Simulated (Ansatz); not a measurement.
# CH6GeSSi: one species, many methods

An exercise on one series of results from a longer session: the logs are not shown, and one member is left open.

Program: Ansatz 0.2.0, Gaussian basis. Level of theory: functionals in def2-TZVPP, the program's frozen cores in correlated methods. These are calculated values, not measurements.

The runs, in order: PBE-D4, r2SCAN-D4, PBE0-D4, B3LYP-D4, ωB97X-V, ωB97M-V, B2PLYP; CCSD(T)/def2-TZVPP; MP2/def2-QZVPP; extrapolation to the limit.

## The relaxed structure

All runs share one geometry, relaxed beforehand with PBE0-D4 in a triple-zeta def2 set.

SMILES `S[SiH]1[CH2][GeH2]1`, 10 atoms, charge 0, spin multiplicity 1.

Atoms are counted from 1 here; the program's logs count them from 0.

Bond lengths: S1–Si2 2.129 Å, S1–H5 1.344 Å, Si2–C3 1.870 Å, Si2–Ge4 2.297 Å, Si2–H6 1.484 Å, C3–Ge4 2.015 Å, C3–H7 1.087 Å, C3–H8 1.087 Å, Ge4–H9 1.530 Å, Ge4–H10 1.528 Å. Angles: Si2–S1–H5 95.1°, S1–Si2–C3 113.2°, S1–Si2–Ge4 121.1°, S1–Si2–H6 114.4°, C3–Si2–Ge4 56.7°, C3–Si2–H6 116.7°, Ge4–Si2–H6 121.0°, Si2–C3–Ge4 72.4°, Si2–C3–H7 118.0°, Si2–C3–H8 118.0°, Ge4–C3–H7 116.2°, Ge4–C3–H8 115.1°, H7–C3–H8 111.9°, Si2–Ge4–C3 50.9°, Si2–Ge4–H9 122.7°, Si2–Ge4–H10 121.9°, C3–Ge4–H9 114.3°, C3–Ge4–H10 114.0° and more.

The first run:

File in.yaml:

```yaml
crystal:
  periodic: [false, false, false]
  atoms:
    - {symbol: S, position_ang: [-1.772835, 0.246654, -1.863689]}
    - {symbol: Si, position_ang: [-0.912081, 0.246223, 0.083106]}
    - {symbol: C, position_ang: [0.270234, -1.175233, 0.364707]}
    - {symbol: Ge, position_ang: [1.348394, 0.526799, 0.382440]}
    - {symbol: H, position_ang: [-1.937787, 1.579232, -1.920394]}
    - {symbol: H, position_ang: [-1.869306, 0.543909, 1.176731]}
    - {symbol: H, position_ang: [0.206691, -1.711968, 1.307858]}
    - {symbol: H, position_ang: [0.475937, -1.841773, -0.468896]}
    - {symbol: H, position_ang: [1.966586, 0.867256, 1.740235]}
    - {symbol: H, position_ang: [2.307165, 0.667702, -0.799198]}
basis:
  gaussian: {orbitals: def2-TZVPP}
hamiltonian: {xc: pbe, dispersion: d4}
output: {forces: true, orbitals: {seedname: orbitals}}
```

Command:

```sh
$ ansatz run in.yaml --threads 4 --pin off --events-out ev --progress --plain --max-ram 10444MiB
```

Among the steps run: PBE-D4 (GGA); r2SCAN-D4 (meta-GGA); PBE0-D4 (hybrid); B3LYP-D4 (hybrid); ωB97X-V (range-separated); ωB97M-V (range-separated); B2PLYP (double hybrid); CCSD(T) in def2-TZVPP; MP2 in def2-QZVPP.

One table of the session follows, with a row left open; its other results are not shown here.

```
            method  atomisation energy (kcal/mol)
            PBE-D4                          747.1
         r2SCAN-D4                          746.2
           PBE0-D4                              ?
          B3LYP-D4                          735.8
           ωB97X-V                          747.2
           ωB97M-V                          741.3
            B2PLYP                          727.5
     HF/def2-TZVPP                          532.3
    MP2/def2-TZVPP                          726.4
   CCSD/def2-TZVPP                          712.1
CCSD(T)/def2-TZVPP                          723.9
           MP2/CBS                          746.1
       CCSD(T)/CBS                          743.7
```

Estimate the missing values for PBE0-D4.

**Answer.** atomisation energy (kcal/mol): 740.4. In the column «atomisation energy (kcal/mol)» it lies between B3LYP-D4 (735.8) and ωB97M-V (741.3).

Caveats from the session: Free atoms (1 S, 1 Si, 1 C, 1 Ge, 6 H) were run apart at each level; the atomisation energy is their sum less the molecule, without zero-point or spin-orbit terms.
